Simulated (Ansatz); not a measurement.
# One shape, several levels: CH5FOSi (SMILES CO[SiH2]F)

We compute a comparison of 6 runs (HF/3-21G, B3LYP/def2-SVP, BHLYP/def2-SVP, wB97X/def2-SVP, RPA@PBE0/def2-SVP, CCSD(T)/def2-SVP) of CH5FOSi. 

The results are computed with Ansatz 0.2.0.

128 further runs of the same task are left out: 128 set aside as unsound or not needed. Runs told in other sessions of the task aren't counted.

## (1) The structure to begin with

CH5FOSi has 9 atoms, charge 0, and is taken as a singlet. SMILES: `CO[SiH2]F`. One bond was lengthened or shortened from a relaxed shape.

Bond lengths: C1–O2 1.412 Å, O2–Si3 2.109 Å, Si3–F4 1.598 Å, C1–H5 1.094 Å, C1–H6 1.091 Å, C1–H7 1.096 Å, Si3–H8 1.474 Å, Si3–H9 1.483 Å. Some angles: C1–O2–Si3 125.2°, O2–Si3–F4 111.1°, O2–C1–H5 110.6°, O2–C1–H6 108.3°, O2–C1–H7 111.7°, O2–Si3–H8 106.8°, O2–Si3–H9 110.6°, F4–Si3–H8 108.2°, F4–Si3–H9 105.9°, H5–C1–H6 108.8°.

## (2) A single-point energy at HF/3-21G (run 1)

File in.yaml:

```yaml
crystal:
  periodic: [false, false, false]
  atoms:
    - {symbol: C, position_ang: [-0.553946, 1.469745, -0.933766]}
    - {symbol: O, position_ang: [-1.017346, 0.254845, -0.383366]}
    - {symbol: Si, position_ang: [0.168900, -1.127700, 0.679900]}
    - {symbol: F, position_ang: [1.202000, -1.865200, -0.290100]}
    - {symbol: H, position_ang: [-0.084146, 1.298045, -1.906166]}
    - {symbol: H, position_ang: [-1.409646, 2.132645, -1.068366]}
    - {symbol: H, position_ang: [0.169654, 1.962545, -0.274366]}
    - {symbol: H, position_ang: [-0.748200, -2.141700, 1.231900]}
    - {symbol: H, position_ang: [0.992400, -0.434200, 1.700300]}
basis:
  gaussian: {orbitals: 3-21G.json}
output: {orbitals: {seedname: orbitals}}
accuracy: high
hamiltonian: {xc: hf}
```

The basis set 3-21G is read from a file made from the Basis Set Exchange's data (not shown).

Launch:

```
$ ansatz run in.yaml --threads 1 --pin off --max-ram 3480MiB --events-out events.jsonl --progress --plain --runs-dir runs
```

Output:

```text
Warning: RAYON_NUM_THREADS=1 ignored (pool sized by the plan → 1); use --threads N
Functional definition: HF
  name "HF"
  exchange = exact_x
  correlation = 0
1109 factors; integrals over basis functions are off by at most 1.1e-8 eV
mean field evaluation 1: about -13638.3054 eV, gradient 3.7e1 eV
mean field evaluation 2: about -13638.6125 eV, gradient 3.8e1 eV
mean field evaluation 4: about -13641.5282 eV, gradient 2.6e0 eV
mean field evaluation 8: about -13641.5711 eV, gradient 3.0e-1 eV
mean field evaluation 16: about -13641.5720 eV, gradient 1.4e-8 eV
mean field -13641.57204127 eV, -501.3185259271 hartree, gradient 1.6e-8 eV, S^2 0.000000; 0 other end points of the search recorded, 0 dependent functions left out
reference -13641.57204127 eV, -501.3185259271 hartree; 21, 21 occupied and 29, 29 virtual orbitals, 1109 factors
Total energy: -13641.57204127 eV, -501.3185259271 hartree
```

Run time: 0.56 s. Hardware: 1 thread of Arm Neoverse V2, shared host; peak memory 0.1 GiB.

## (3) The energy at B3LYP/def2-SVP (run 2)

File input.yaml:

```yaml
crystal:
  periodic: [false, false, false]
  atoms:
    - {symbol: C, position_ang: [-0.553946, 1.469745, -0.933766]}
    - {symbol: O, position_ang: [-1.017346, 0.254845, -0.383366]}
    - {symbol: Si, position_ang: [0.168900, -1.127700, 0.679900]}
    - {symbol: F, position_ang: [1.202000, -1.865200, -0.290100]}
    - {symbol: H, position_ang: [-0.084146, 1.298045, -1.906166]}
    - {symbol: H, position_ang: [-1.409646, 2.132645, -1.068366]}
    - {symbol: H, position_ang: [0.169654, 1.962545, -0.274366]}
    - {symbol: H, position_ang: [-0.748200, -2.141700, 1.231900]}
    - {symbol: H, position_ang: [0.992400, -0.434200, 1.700300]}
basis:
  gaussian:
    orbitals: def2-SVP
hamiltonian:
  xc: {name: B3LYP}
accuracy: high
output: {orbitals: {seedname: orbitals}}
```

Launch:

```
$ ansatz run input.yaml --threads 1 --pin off --max-ram 3480MiB --events-out events.jsonl --progress --plain --runs-dir runs
```

Output:

```text
Warning: RAYON_NUM_THREADS=1 ignored (pool sized by the plan → 1); use --threads N
Functional definition: B3LYP
  name "B3LYP"
  parameter a0 = 0.2
  parameter ax = 0.72
  parameter ac = 0.81
  exchange = (1 - a0 - ax)*slater_x + ax*b88_x + a0*exact_x
  correlation = (1 - ac)*vwn_rpa_c + ac*lyp_c
1889 factors; integrals over basis functions are off by at most 8.4e-9 eV
mean field evaluation 1: about -13747.2869 eV, gradient 5.7e1 eV
mean field evaluation 2: about -13707.1738 eV, gradient 1.4e2 eV
mean field evaluation 4: about -13753.8357 eV, gradient 1.0e1 eV
mean field evaluation 8: about -13754.1752 eV, gradient 1.1e0 eV
mean field evaluation 16: about -13754.1783 eV, gradient 3.4e-5 eV
mean field -13754.17828854 eV, -505.4567291870 hartree, gradient 1.7e-8 eV, S^2 0.000000; 0 other end points of the search recorded, 0 dependent functions left out
reference -13754.17833043 eV, -505.4567307265 hartree; 21, 21 occupied and 64, 64 virtual orbitals, 1889 factors
Total energy: -13754.17833043 eV, -505.4567307265 hartree
```

Run time: 7.5 s. Hardware: 1 thread of Arm Neoverse V2, shared host; peak memory 0.26 GiB.

Runs 3 to 5 aren't shown in full; the table further down has their settings and results.

## (4) The energy at CCSD(T)/def2-SVP (run 6)

File molecule.yaml:

```yaml
crystal:
  periodic: [false, false, false]
  atoms:
    - {symbol: C, position_ang: [-0.553946, 1.469745, -0.933766]}
    - {symbol: O, position_ang: [-1.017346, 0.254845, -0.383366]}
    - {symbol: Si, position_ang: [0.168900, -1.127700, 0.679900]}
    - {symbol: F, position_ang: [1.202000, -1.865200, -0.290100]}
    - {symbol: H, position_ang: [-0.084146, 1.298045, -1.906166]}
    - {symbol: H, position_ang: [-1.409646, 2.132645, -1.068366]}
    - {symbol: H, position_ang: [0.169654, 1.962545, -0.274366]}
    - {symbol: H, position_ang: [-0.748200, -2.141700, 1.231900]}
    - {symbol: H, position_ang: [0.992400, -0.434200, 1.700300]}
basis:
  gaussian:
    orbitals: def2-SVP
correlation:
  method: ccsd_t
  frozen_orbitals: {C: 1, F: 1, H: 0, O: 1, Si: 5}
accuracy: high
scf:
  omitted_lower_state_checks: [cluster_reference, increment]
```

Launch:

```
$ ansatz run molecule.yaml --threads 1 --pin off --max-ram 3480MiB --events-out events.jsonl --progress --plain --runs-dir runs
```

Output, shortened:

```text
Warning: RAYON_NUM_THREADS=1 ignored (pool sized by the plan → 1); use --threads N
[... 2 set-up lines as earlier in the session ...]
[...]
1889 factors; integrals over basis functions are off by at most 8.4e-9 eV
[...]
mean field -13708.22240841 eV, -503.7678817423 hartree, gradient 1.6e-8 eV, S^2 0.000000; 0 other end points of the search recorded, 0 dependent functions left out
8 core orbitals not correlated: weight in the atoms' cores, before any rotation towards them, 1.000 or more for the frozen orbitals, at most 0.000 for the correlated occupied ones
reference -13708.22240841 eV, -503.7678817423 hartree; 13, 13 occupied and 64, 64 virtual orbitals, 1889 factors
second order -16.85170122 eV of doubles, -0.00000000 eV of singles
cycle   1  -17.22983941 eV  change   -3.8e-1 eV  update   1.1e-1
[...]
cycle  23  -17.83261518 eV  change   2.9e-11 eV  update   1.7e-9
perturbative correction -0.40641165 eV, -0.0149353528 hartree
Total energy: -13726.46143524 eV, -504.4381536155 hartree
Checks for a lower state left out: cluster_reference, increment
```

Wall time 23 s (1 thread of Arm Neoverse V2, shared host); peak memory 0.48 GiB.

## (5) The series

```
run              level  frozen core orbitals  energy (Eh)  HOMO energy (eV)  LUMO energy (eV)  HOMO–LUMO gap (eV)  wall time
  1           HF/3-21G                     –  -501.318526            -10.99              3.47               14.46     0.56 s
  2     B3LYP/def2-SVP                     –  -505.456731             -6.84             -0.75                6.09      7.5 s
  3     BHLYP/def2-SVP                     –  -505.327876             -8.71              0.55                9.26      8.4 s
  4     wB97X/def2-SVP                     –  -505.372725             -9.56              1.72               11.28       27 s
  5  RPA@PBE0/def2-SVP                     8  -504.644799                 –                 –                   –       13 s
  6   CCSD(T)/def2-SVP                     8  -504.438154                 –                 –                   –       23 s
```

## (6) Results

```
                                          quantity          value
                               run 6: total energy  -504.43815 Eh
run 6: correlation energy (8 core orbitals frozen)     -670.3 mEh
                             run 6: (T) correction     -14.94 mEh
                              run 6: T1 diagnostic          0.015
```

**Reading.** Over runs 1, 2, 3, 4 the HOMO–LUMO gap runs from 6.09 eV (B3LYP/def2-SVP) to 14.46 eV (HF/3-21G). The two ends differ in method and basis. Totals of different functionals can't be ranked against each other. All runs together took 79 s, the longest 27 s.
